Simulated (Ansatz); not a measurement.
Crystal: TaWC2.

```xyz
4
Lattice="1.5719 0.9075 5.1016 -1.5719 0.9075 5.1016 0.0000 -1.8150 5.1016" Properties=species:S:1:pos:R:3 pbc="T T T"
W     0.0000    0.0000    0.0000
Ta    0.0000    0.0000    7.6524
C     0.0000    0.0000    3.8405
C     0.0000    0.0000   11.4644
```

The cell comes from a database or a generator and needn't be the stable form of this composition.

Base run:

```yaml
Program: Ansatz 0.2.0
Functional: PBEsol
Potentials_or_basis: all-electron LAPW, scalar-relativistic
Cutoff: 303 eV (chosen from the basis error)
Basis_error_allowed: 0.002 eV/atom
k_mesh: 10 × 10 × 10
Occupations: fermi-dirac, width 0.05 eV
Spin: no spin polarisation
```

Its results: pressure -10.9 GPa; largest force 0.076 eV/Å.

Problem. The run is repeated on the same cell with these changes: functional from PBEsol to LDA. What comes out?

Solution. Pressure -16.7 GPa; largest force 0.076 eV/Å.

LDA binds more tightly than PBEsol, so the same cell stands under less pressure.

Caveats: the density of states is complete only up to the lowest level of the last band computed (some runs).
